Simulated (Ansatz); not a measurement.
**C4H7Br: up Jacob's ladder to CCSD(T)**

The task here is to estimate one member of a computed series from the others.

The runs use Ansatz 0.2.0, Gaussian basis; functionals in def2-TZVPP, the program's frozen cores in correlated methods.

Levels to be run: LDA (SPW92), PBE-D4, revPBE-D4, BLYP-D4, r2SCAN-D4, B97M-V, PBE0-D4, B3LYP-D4, r2SCANh-D4, r2SCAN0-D4, HSE06-D4, BHLYP-D4, CAM-B3LYP-D4, LC-ωPBE, ωB97X-V, ωB97M-V, B2PLYP, PBE-QIDH; CCSD(T)/def2-SVP; CCSD(T)/def2-TZVPP; MP2/def2-QZVPP; extrapolation to the limit; RPA on PBE.

## The geometry

An earlier PBE0-D4 in a triple-zeta def2 set relaxation fixed the geometry.

SMILES `CC(C)=CBr`, 12 atoms, charge 0, spin multiplicity 1.

Atoms are counted from 1 here; the program's logs count them from 0.

Bond lengths: C1–C2 1.490 Å, C1–H6 1.095 Å, C1–H7 1.089 Å, C1–H8 1.095 Å, C2–C3 1.498 Å, C2–C4 1.328 Å, C3–H9 1.095 Å, C3–H10 1.090 Å, C3–H11 1.095 Å, C4–Br5 1.885 Å, C4–H12 1.081 Å. Angles: C2–C1–H6 110.2°, C2–C1–H7 112.3°, C2–C1–H8 110.2°, H6–C1–H7 108.6°, H6–C1–H8 106.7°, H7–C1–H8 108.6°, C1–C2–C3 116.1°, C1–C2–C4 125.0°, C3–C2–C4 119.0°, C2–C3–H9 110.5°, C2–C3–H10 112.2°, C2–C3–H11 110.5°, H9–C3–H10 108.4°, H9–C3–H11 106.8°, H10–C3–H11 108.4°, C2–C4–Br5 125.1°, C2–C4–H12 122.9°, Br5–C4–H12 112.0°.

Geometry (Å):

```xyz
12
C4H7Br
C    -1.3685   -0.1916    0.0081
C     0.0886    0.1027   -0.0950
C     0.9837   -0.6789    0.8166
C     0.6294    0.9901   -0.9213
Br   -0.3297    2.0645   -2.1378
H    -1.7212   -0.0019    1.0270
H    -1.9608    0.4067   -0.6819
H    -1.5558   -1.2504   -0.1974
H     0.7095   -0.5070    1.8625
H     2.0336   -0.4135    0.6888
H     0.8746   -1.7526    0.6326
H     1.6935    1.1770   -0.9681
```

Set-up of the first run:

Input file in.yaml:

```yaml
crystal:
  periodic: [false, false, false]
  atoms:
    - {symbol: C, position_ang: [-1.368487, -0.191603, 0.008098]}
    - {symbol: C, position_ang: [0.088559, 0.102659, -0.095045]}
    - {symbol: C, position_ang: [0.983681, -0.678940, 0.816645]}
    - {symbol: C, position_ang: [0.629402, 0.990052, -0.921300]}
    - {symbol: Br, position_ang: [-0.329688, 2.064512, -2.137768]}
    - {symbol: H, position_ang: [-1.721179, -0.001921, 1.026973]}
    - {symbol: H, position_ang: [-1.960840, 0.406716, -0.681941]}
    - {symbol: H, position_ang: [-1.555771, -1.250446, -0.197352]}
    - {symbol: H, position_ang: [0.709489, -0.507016, 1.862484]}
    - {symbol: H, position_ang: [2.033627, -0.413519, 0.688824]}
    - {symbol: H, position_ang: [0.874644, -1.752592, 0.632581]}
    - {symbol: H, position_ang: [1.693462, 1.176997, -0.968098]}
basis:
  gaussian: {orbitals: def2-TZVPP}
hamiltonian: {xc: lda}
output: {orbitals: {seedname: orbitals}}
```

Command:

```bash
> ansatz run in.yaml --threads 4 --pin off --events-out ev --progress --plain --max-ram 10444MiB
```

Among the steps run: LDA; PBE-D4 (GGA); revPBE-D4 (GGA); BLYP-D4 (GGA); r2SCAN-D4 (meta-GGA); B97M-V (meta-GGA); PBE0-D4 (hybrid); B3LYP-D4 (hybrid); r2SCANh-D4 (hybrid); r2SCAN0-D4 (hybrid); HSE06-D4 (hybrid); BHLYP-D4 (hybrid); CAM-B3LYP-D4 (range-separated); LC-ωPBE (range-separated); ωB97X-V (range-separated); ωB97M-V (range-separated); B2PLYP (double hybrid); PBE-QIDH (double hybrid).

One of the session's tables, all rows but one given; the rest of the session is left out.

It belongs to the step «Frontier levels by functional». 

| functional | HOMO (eV) | gap (eV) |
| --- | --- | --- |
| LDA (SPW92) | -5.86 | 4.83 |
| PBE-D4 | -5.71 | 4.88 |
| revPBE-D4 | -5.65 | 4.90 |
| BLYP-D4 | ? | ? |
| r2SCAN-D4 | -5.91 | 5.30 |
| B97M-V | -5.96 | 5.41 |
| PBE0-D4 | -6.82 | 6.97 |
| B3LYP-D4 | -6.60 | 6.53 |
| r2SCANh-D4 | -6.32 | 6.07 |
| r2SCAN0-D4 | -6.95 | 7.23 |
| HSE06-D4 | -6.42 | 6.19 |
| BHLYP-D4 | -7.79 | 9.04 |
| CAM-B3LYP-D4 | -8.09 | 9.38 |
| LC-ωPBE | -9.43 | 11.86 |
| ωB97X-V | -9.07 | 11.42 |
| ωB97M-V | -8.96 | 11.19 |

Estimate the missing values for BLYP-D4.

Worked estimate for «HOMO (eV)». Against the share of exact exchange, B3LYP-D4 (0.2, -6.60), BHLYP-D4 (0.5, -7.79) give a slope of -3.97 per unit share; at 0 the line stands at -5.81.

**Answer.** HOMO (eV): -5.55; gap (eV): 4.86. In «HOMO (eV)» the line misses by -0.26.
